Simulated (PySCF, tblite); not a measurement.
# C₂H₉AlGeO, a small molecule taken as a stand-in for a surface group (germyl): NMR shifts, core binding energies and electronic excitations

What NMR shifts, core binding energies and electronic excitations should one expect for `[CH3][Al]([CH3])[O][GeH3]`?

Programs: tblite 0.8.0 and PySCF 2.14.0. All values are calculated, for the isolated system unless a continuum is named. Atoms count from 0, parts from 1.

### 1 Starting point

14 atoms, charge 0, multiplicity 1; geometry: distance geometry start.

### 2 Relaxing the cluster with GFN2-xTB

What the job is given:

```
{"job": {"kind": "relax", "xc": "GFN2-xTB", "basis": "xTB"}, "charge": 0, "multiplicity": 1}
Ge     2.413873    -2.049801     0.378697
O      2.684119    -0.475992    -0.527200
Al     1.332726     0.662114    -1.165599
C      0.518472     0.120280    -2.850514
C      0.133365     1.417643     0.154268
H      2.914607    -1.929185     1.804135
H      3.141418    -3.172607    -0.318750
H      0.914515    -2.365357     0.403111
H     -0.418725     0.530187    -2.946295
H      0.422292    -0.923984    -2.852049
H      1.107823     0.413322    -3.650477
H     -0.582261     0.698490     0.430593
H     -0.328666     2.250216    -0.235471
H      0.698769     1.679207     0.976847
```

Level: GFN2-xTB geometry optimisation, gas phase.

Launch:

```console
OMP_NUM_THREADS=1 python cluster_run.py task.json out
```

This one command runs all jobs of the session in turn.

What it wrote:

```text
step      E/eV     max force
  0    -433.74222    3.200
  1    -434.21144    2.536
  2    -434.43652    0.739
  3    -434.47648    0.712
  4    -434.54421    0.947
  5    -434.58520    0.738
  6    -434.61843    0.431
  7    -434.64359    0.367
  8    -434.65963    0.317
  9    -434.67586    0.319
 10    -434.68743    0.241
 11    -434.69503    0.254
 12    -434.70021    0.259
 13    -434.70677    0.248
 14    -434.71675    0.322
 15    -434.72800    0.370
 16    -434.73797    0.404
 17    -434.74983    0.377
 18    -434.76942    0.405
 19    -434.79651    0.680
 20    -434.82319    0.735
 21    -434.84789    0.560
 22    -434.87052    0.521
 23    -434.89954    0.720
 24    -434.93665    0.573
 25    -434.96030    0.587
 26    -434.97201    0.461
 27    -434.98985    0.327
 28    -434.99743    0.307
 29    -435.00728    0.186
 30    -435.01303    0.178
 31    -435.01685    0.166
 32    -435.02058    0.151
 33    -435.02596    0.192
 34    -435.03131    0.214
 35    -435.03500    0.152
 36    -435.03703    0.105
 37    -435.03879    0.126
 38    -435.04102    0.159
 39    -435.04325    0.136
 40    -435.04479    0.081
 41    -435.04570    0.076
 42    -435.04639    0.063
 43    -435.04703    0.076
 44    -435.04757    0.060
 45    -435.04791    0.052
 46    -435.04811    0.045
 47    -435.04832    0.036
 48    -435.04850    0.032
 49    -435.04868    0.043
 50    -435.04886    0.052
 51    -435.04905    0.046
 52    -435.04921    0.030
 53    -435.04935    0.038
 54    -435.04951    0.050
 55    -435.04981    0.061
 56    -435.05037    0.080
 57    -435.05125    0.088
 58    -435.05212    0.062
 59    -435.05258    0.036
 60    -435.05272    0.030
 61    -435.05280    0.024
 62    -435.05291    0.022
 63    -435.05303    0.027
 64    -435.05315    0.033
 65    -435.05327    0.032
 66    -435.05338    0.029
 67    -435.05348    0.028
 68    -435.05356    0.017
 69    -435.05362    0.017
 70    -435.05366    0.015
 71    -435.05369    0.015
 72    -435.05371    0.014
 73    -435.05373    0.009
 74    -435.05375    0.012
 75    -435.05377    0.011
 76    -435.05379    0.016
 77    -435.05381    0.016
 78    -435.05383    0.012
 79    -435.05385    0.010
 80    -435.05387    0.011
 81    -435.05389    0.016
 82    -435.05392    0.019
 83    -435.05397    0.016
 84    -435.05401    0.014
 85    -435.05403    0.015
 86    -435.05406    0.015
 87    -435.05409    0.015
 88    -435.05413    0.017
 89    -435.05418    0.021
 90    -435.05423    0.021
 91    -435.05427    0.022
 92    -435.05433    0.025
 93    -435.05440    0.026
 94    -435.05449    0.022
 95    -435.05456    0.019
 96    -435.05462    0.020
 97    -435.05470    0.027
 98    -435.05484    0.044
 99    -435.05505    0.054
100    -435.05523    0.042
101    -435.05532    0.022
102    -435.05532    0.033
103    -435.05538    0.011
104    -435.05539    0.011
105    -435.05542    0.011
106    -435.05543    0.011
107    -435.05545    0.011
108    -435.05547    0.009
109    -435.05548    0.010
110    -435.05550    0.011
111    -435.05551    0.013
112    -435.05553    0.015
113    -435.05554    0.014
114    -435.05556    0.011
115    -435.05558    0.011
116    -435.05560    0.014
117    -435.05564    0.021
118    -435.05568    0.022
119    -435.05572    0.016
120    -435.05576    0.017
121    -435.05580    0.023
122    -435.05586    0.030
123    -435.05597    0.039
124    -435.05616    0.040
125    -435.05631    0.025
126    -435.05641    0.021
127    -435.05647    0.021
128    -435.05654    0.023
129    -435.05657    0.044
130    -435.05668    0.016
131    -435.05672    0.009
132    -435.05675    0.011
133    -435.05676    0.013
134    -435.05680    0.017
135    -435.05683    0.018
136    -435.05686    0.019
137    -435.05689    0.015
138    -435.05692    0.014
139    -435.05694    0.015
140    -435.05697    0.015
141    -435.05698    0.012
142    -435.05699    0.007
```

Run time: 2.4 s. Hardware: 1 thread of Intel Xeon Platinum 8259CL at 2.50GHz, shared host.

Relaxation path:

```csv
step,energy from step 0 (eV),largest force (eV/Å)
0,0.0000,3.1993
5,-0.8430,0.7382
10,-0.9452,0.2404
15,-0.9858,0.3707
20,-1.0810,0.7353
25,-1.2181,0.5866
30,-1.2708,0.1780
35,-1.2928,0.1525
40,-1.3026,0.0813
45,-1.3057,0.0515
50,-1.3066,0.0508
55,-1.3076,0.0605
60,-1.3105,0.0298
65,-1.3111,0.0326
70,-1.3114,0.0153
75,-1.3116,0.0117
80,-1.3117,0.0102
85,-1.3118,0.0156
90,-1.3120,0.0212
95,-1.3123,0.0185
100,-1.3130,0.0419
105,-1.3132,0.0108
110,-1.3133,0.0103
115,-1.3134,0.0114
120,-1.3135,0.0180
125,-1.3141,0.0248
130,-1.3145,0.0166
135,-1.3146,0.0184
140,-1.3148,0.0156
142,-1.3148,0.0068
```

Distances of close pairs at the start and the end, largest changes first:

```csv
bond,before (Å),after (Å),change (Å)
O1–Al2,1.879,1.686,-0.193
Ge0–O1,1.836,1.732,-0.104
C3–H8,1.027,1.091,+0.064
C4–H13,1.032,1.094,+0.063
C4–H12,1.029,1.091,+0.062
C3–H10,1.036,1.094,+0.059
Al2–C4,1.937,1.993,+0.056
C3–H9,1.049,1.094,+0.046
```

### 3 Relaxing the molecule at PBE0-D3(BJ)/def2-SVP

What the job is given:

```
{"job": {"xc": "PBE0", "basis": "def2-SVP", "d3": "d3bj", "grid": 2, "kind": "geom", "shake": 0.01}, "charge": 0, "multiplicity": 1}
Ge     1.422964    -2.096722     1.200916
O      0.530035    -0.777418     0.444997
Al    -0.344615     0.479431    -0.288145
C     -0.438022     0.362209    -2.266631
C     -1.030705     1.845864     0.973635
H      2.135279    -1.495427     2.371341
H      2.357855    -2.632681     0.174473
H      0.402704    -3.085022     1.619689
H     -1.059632     1.185094    -2.662210
H     -0.944795    -0.578563    -2.568831
H      0.503794     0.381597    -2.732977
H     -1.702894     1.413334     1.726202
H     -1.599252     2.656732     0.459327
H     -0.239192     2.326964     1.562623
```

What it wrote:

```text
step   0  E = -2475.34980223  max force = 0.045053
step   1  E = -2475.35727920  max force = 0.005538
step   2  E = -2475.35750688  max force = 0.002785
step   3  E = -2475.35754444  max force = 0.000637
step   4  E = -2475.35754963  max force = 0.000236
optimisation converged
```

It took 70 s on 1 thread of Intel Xeon Platinum 8259CL at 2.50GHz, shared host; peak memory 0.7 GiB.

Relaxation path:

```csv
step,energy from step 0 (eV),largest force component (eV/Å)
0,0.0000,2.3167
1,-0.2035,0.2848
2,-0.2097,0.1432
3,-0.2107,0.0328
4,-0.2108,0.0121
```

Close pairs (by a distance rule), those that changed most:

```csv
bond,before (Å),after (Å),change (Å)
Ge0–H7,1.481,1.542,+0.061
Ge0–H6,1.488,1.543,+0.054
C3–H10,1.051,1.104,+0.052
Ge0–H5,1.496,1.542,+0.046
Al2–C3,1.984,1.953,-0.031
Al2–C4,1.982,1.953,-0.029
C4–H12,1.116,1.101,-0.015
Ge0–O1,1.763,1.753,-0.011
```

The end geometry stands in the next job.

```csv
at the end point,value
point group (found at 0.08 Å tolerance),C1
"rotational constants (GHz, main isotopes)","4.655, 0.938, 0.796"
dipole moment (D),0.06
```

### 4 Nuclear shieldings: PBE0/pcSseg-1

What the job is given:

```
{"job": {"kind": "nmr", "xc": "PBE0", "basis": "pcSseg-1"}, "charge": 0, "multiplicity": 1}
Ge     1.433362    -2.119552     1.217666
O      0.544589    -0.804953     0.473758
Al    -0.318553     0.463297    -0.263206
C     -0.500689     0.429867    -2.207602
C     -1.050922     1.854407     0.895383
H      2.214842    -1.570606     2.428746
H      2.412951    -2.709988     0.182563
H      0.430916    -3.198019     1.675382
H     -1.094966     1.272843    -2.594446
H     -0.981915    -0.504202    -2.544169
H      0.486812     0.462509    -2.699271
H     -1.734109     1.425293     1.647903
H     -1.603597     2.629865     0.341959
H     -0.245185     2.354656     1.459675
```

Method: GIAO PBE0/pcSseg-1 NMR shielding, non-relativistic, gas phase.

What it wrote:

```text
coarse grid: 51560 points
cycle   1  E = -2475.3398501824  dE = -5.763e-01  |g| = 1.277e+00  |ddm| = 3.350e+00
cycle   2  E = -2474.8189382897  dE =  5.209e-01  |g| = 2.015e+00  |ddm| = 2.074e+00
cycle   3  E = -2475.5284601574  dE = -7.095e-01  |g| = 4.097e-01  |ddm| = 1.668e+00
cycle   4  E = -2475.5585814482  dE = -3.012e-02  |g| = 8.048e-02  |ddm| = 2.934e-01
cycle   5  E = -2475.5595531959  dE = -9.717e-04  |g| = 9.974e-03  |ddm| = 5.912e-02
cycle   6  E = -2475.5595782030  dE = -2.501e-05  |g| = 3.104e-03  |ddm| = 1.402e-02
cycle   7  E = -2475.5595802239  dE = -2.021e-06  |g| = 5.951e-04  |ddm| = 2.986e-03
final grid: 106904 points
cycle   8  E = -2475.5596063356  dE = -1.058e-08  |g| = 6.990e-04  |ddm| = 1.060e-03
cycle   9  E = -2475.5596063018  dE =  3.388e-08  |g| = 8.446e-04  |ddm| = 9.073e-04
cycle  10  E = -2475.5596064058  dE = -1.041e-07  |g| = 1.002e-04  |ddm| = 5.165e-04
cycle  11  E = -2475.5596064077  dE = -1.863e-09  |g| = 7.928e-06  |ddm| = 6.569e-05
cycle  12  E = -2475.5596064077  dE = -1.091e-11  |g| = 1.530e-06  |ddm| = 9.668e-06
converged SCF energy = -2475.5596064077

GIAO shielding tensors (ppm)
atom      isotropic    diamagn.    paramagn.     s11        s22        s33       span
  0 Ge    1425.080    2754.289   -1329.209   1310.562   1312.951   1651.728    341.166
  1 O      291.438     406.998    -115.560    245.434    274.638    354.242    108.807
  2 Al     355.821     799.139    -443.319    266.313    334.146    467.003    200.690
  3 C      194.799     253.421     -58.623    190.192    195.930    198.275      8.083
  4 C      194.809     253.437     -58.628    190.147    196.017    198.263      8.116
  5 H       25.974      27.594      -1.620     19.409     22.244     36.269     16.860
  6 H       25.956      27.600      -1.644     19.376     22.269     36.222     16.847
  7 H       26.034      27.637      -1.603     19.529     22.202     36.369     16.840
  8 H       31.833      30.053       1.780     27.275     29.130     39.092     11.817
  9 H       31.690      30.787       0.903     27.229     29.195     38.647     11.418
 10 H       31.666      30.758       0.907     27.265     29.132     38.600     11.336
 11 H       31.684      30.765       0.919     27.227     29.174     38.650     11.423
 12 H       31.829      30.048       1.781     27.270     29.111     39.106     11.836
 13 H       31.678      30.772       0.906     27.260     29.178     38.595     11.335
```

It took 29 s on 1 thread of Intel Xeon Platinum 8259CL at 2.50GHz, shared host; peak memory 0.9 GiB.

The references, computed at this level on geometries of the same kind, shield at (ppm): 1H TMS 31.27, 13C TMS 184.4, 17O H2O 334.6, 73Ge GeMe4 1330, 27Al AlH4- 489.3. Their shielding less the atom's gives the shift. The references are single molecules in the gas phase, so shifts against H2O, NH3, PH3, H3PO4 or CFCl3 are not on the usual liquid scales and can be off by tens of ppm. Shifts against hydride references such as AlH4− lie on their own scale.

```csv
atoms,environment,σ (ppm),δ (ppm)
C3,"carbon bonded to Al, 3 H",194.8,-10.4
C4,"carbon bonded to Al, 3 H",194.8,-10.4
H6,hydrogen on a germanium bonded to O,25.96,5.31
H5,hydrogen on a germanium bonded to O,25.97,5.29
H7,hydrogen on a germanium bonded to O,26.03,5.23
H10,hydrogen on a carbon bonded to Al,31.67,-0.40
H13,hydrogen on a carbon bonded to Al,31.68,-0.41
H11,hydrogen on a carbon bonded to Al,31.68,-0.42
H9,hydrogen on a carbon bonded to Al,31.69,-0.42
H12,hydrogen on a carbon bonded to Al,31.83,-0.56
H8,hydrogen on a carbon bonded to Al,31.83,-0.57
Ge0,"germanium bonded to O, 3 H",1425,-95
O1,"oxygen bonded to Al, Ge",291.4,43.1
Al2,"aluminium bonded to 2 C, O",355.8,133.5
```

Charges from the same density, by scheme (e):

```csv
atoms,Mulliken,IAO,Hirshfeld,ESP fit
Ge0,0.57,0.74,0.39,0.41
O1,-0.94,-0.86,-0.41,-0.66
Al2,1.11,1.17,0.61,1.20
C3,-0.72,-0.82,-0.28,-0.93
C4,-0.72,-0.82,-0.28,-0.95
```

Mayer bond orders: Ge0–O1 0.78, O1–Al2 0.90, Al2–C3 0.88, Al2–C4 0.89.

[end of part 1 of 2]
